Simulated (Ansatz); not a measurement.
What does this script print? It uses Ansatz 0.2.0 through its Python package.

Input file `input.yaml`:
```yaml
crystal:
  lattice:
    - [3.678264, 2.123647, 5.921417]
    - [-3.678264, 2.123647, 5.921417]
    - [0.0, -4.247294, 5.921417]
  atoms:
    - { symbol: V, position: [0.085002, 0.601854, 0.601854], spin: 1.5 }
    - { symbol: V, position: [0.601854, 0.085002, 0.601854], spin: 1.5 }
    - { symbol: V, position: [0.601854, 0.601854, 0.085002], spin: 1.5 }
    - { symbol: Cu, position: [0.223816, 0.223816, 0.223816] }
    - { symbol: Cu, position: [0.313444, 0.850585, 0.850585] }
    - { symbol: Cu, position: [0.850585, 0.313444, 0.850585] }
    - { symbol: Cu, position: [0.850585, 0.850585, 0.313444] }
    - { symbol: S, position: [0.990081, 0.465181, 0.465181] }
    - { symbol: S, position: [0.465181, 0.990081, 0.465181] }
    - { symbol: S, position: [0.465181, 0.465181, 0.990081] }
    - { symbol: S, position: [0.47085, 0.47085, 0.47085] }
    - { symbol: S, position: [0.945737, 0.945737, 0.945737] }
    - { symbol: S, position: [0.448349, 0.980586, 0.980586] }
    - { symbol: S, position: [0.980586, 0.980586, 0.448349] }
    - { symbol: S, position: [0.980586, 0.448349, 0.980586] }
magnetization:
  spin_polarized: true
kpoints:
  mp_grid: { grid: [4, 4, 4] }
hamiltonian:
  xc: pbe
scf:
  occupations: { method: fermi_dirac, width: 0.1 }
basis:
  ecutwfc: 420
output:
  forces: true
```

The script, `v3cu4s8.py`:
```python
"""Turn an input file for V3Cu4S8 into a chain of calls."""

import ansatz as az

job = az.Calculation.from_yaml("input.yaml")
print(job.to_python())
```

```console
$ python v3cu4s8.py
(
    az.Lattice.of(((3.678264, 2.123647, 5.921417), (-3.678264, 2.123647, 5.921417), (0.0, -4.247294, 5.921417)))
    .atom("V", (0.085002, 0.601854, 0.601854), moment=1.5)
    .atom("V", (0.601854, 0.085002, 0.601854), moment=1.5)
    .atom("V", (0.601854, 0.601854, 0.085002), moment=1.5)
    .atom("Cu", (0.223816, 0.223816, 0.223816))
    .atom("Cu", (0.313444, 0.850585, 0.850585))
    .atom("Cu", (0.850585, 0.313444, 0.850585))
    .atom("Cu", (0.850585, 0.850585, 0.313444))
    .atom("S", (0.990081, 0.465181, 0.465181))
    .atom("S", (0.465181, 0.990081, 0.465181))
    .atom("S", (0.465181, 0.465181, 0.990081))
    .atom("S", (0.47085, 0.47085, 0.47085))
    .atom("S", (0.945737, 0.945737, 0.945737))
    .atom("S", (0.448349, 0.980586, 0.980586))
    .atom("S", (0.980586, 0.980586, 0.448349))
    .atom("S", (0.980586, 0.448349, 0.980586))
    .calculation()
    .basis(cutoff=420.0)
    .kpoints(4, 4, 4)
    .functional("pbe")
    .spin("collinear")
    .occupations(method="fermi_dirac", width=0.1)
    .forces()
)
```

The input is only written out: it wasn't run, and its settings aren't tested. The structure comes from a database and needn't be a stable phase.
